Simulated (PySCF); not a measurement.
# C2H9OPSi2: the cost of one run

Programs: PySCF 2.14.0, with density-fitted response routines of our own. Each step states its level of theory. These are calculated values for one molecule, in the gas phase or a continuum, unless marked as measured. Atoms are numbered from 0 throughout.

**1. The starting structure**

15 atoms, charge 0, multiplicity 1; geometry from: GFN2-xTB. The atoms were then displaced at random by about 0.01 Å, so the start is not that level's minimum.

Bonds of the start (Å): O0–Si1 1.64, Si1–C2 1.92, C2–C3 1.49, C3–Si4 1.90, Si4–P5 2.24, P5–Si1 2.26, O0–H6 0.95, Si1–H7 1.47, C2–H8 1.08, C2–H9 1.07, C3–H10 1.11, C3–H11 1.11, Si4–H12 1.49, Si4–H13 1.46, P5–H14 1.39.

**2. Optimising the geometry at PBE0-D3(BJ)/def2-SVP**

The job: settings as JSON, then the geometry in Å.

```
{"job": {"xc": "PBE0", "basis": "def2-SVP", "d3": "d3bj", "grid": 1, "shake": 0.01, "kind": "geom"}, "charge": 0, "multiplicity": 1}
O      2.383300    -0.826980    -1.210300
Si     1.325910    -0.639030     0.029450
C     -0.409570    -1.043790    -0.694280
C     -1.457150    -0.297240     0.064210
Si    -1.018240     1.530460     0.327900
P      1.193390     1.515220     0.693600
H      3.230040    -0.386630    -1.210160
H      1.737960    -1.512810     1.131380
H     -0.579170    -2.109990    -0.653500
H     -0.398460    -0.738730    -1.723610
H     -1.646370    -0.777080     1.049740
H     -2.432460    -0.384080    -0.459030
H     -1.768200     2.113700     1.469910
H     -1.281560     2.330870    -0.864330
H      1.105240     1.208740     2.041770
```

The run is started by

```bash
OMP_NUM_THREADS=1 python probes_run.py task.json out
```

The driver reads the jobs from task.json and runs them one after another.

**Question.** How long does this first job take on 1 thread of INTEL XEON PLATINUM 8581C at 2.30GHz, shared host, and how much memory does it need?

About 69 s, with a peak of 0.64 GiB.
